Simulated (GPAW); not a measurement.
**Zr4C5 in GPAW: the effect of functional**

Slab: Zr4C5, a slab with vacuum.

```
CELL_PARAMETERS angstrom
3.32370 0.00000 0.00000
-1.66185 2.87841 0.00000
0.00000 0.00000 25.85516
ATOMIC_POSITIONS crystal
C 0.66667 0.33333 0.29008
Zr 0.00000 0.00000 0.34256
C 0.33333 0.66667 0.39504
Zr 0.66667 0.33333 0.44752
C 0.00000 0.00000 0.50000
Zr 0.33333 0.66667 0.55248
C 0.66667 0.33333 0.60496
Zr 0.00000 0.00000 0.65744
C 0.33333 0.66667 0.70992
```

| Item | Value |
| --- | --- |
| Program | GPAW 26.7.0 |
| Cutoff | 600 eV |
| Basis | pw |
| k mesh | 7 × 7 × 1 |
| Occupations | fermi-dirac, width 0.05 eV |
| Spin | no spin polarisation |
| Task of each run | relaxation of the atoms |

The series moves functional from these settings.

```csv
functional,work function top (eV),dipole z (e·Å),work function bottom (eV)
LDA,?,?,?
PBE,6.814,-0.00066,6.793
PBEsol,6.839,-0.00147,6.816
RPBE,6.725,-0.00208,6.694
```

Question: What does the run at LDA give?

Answer: Work function top (eV) 6.997; dipole z (e·Å) 0.00093; work function bottom (eV) 7.016.

Caveat: later steps reuse the first step's grids.
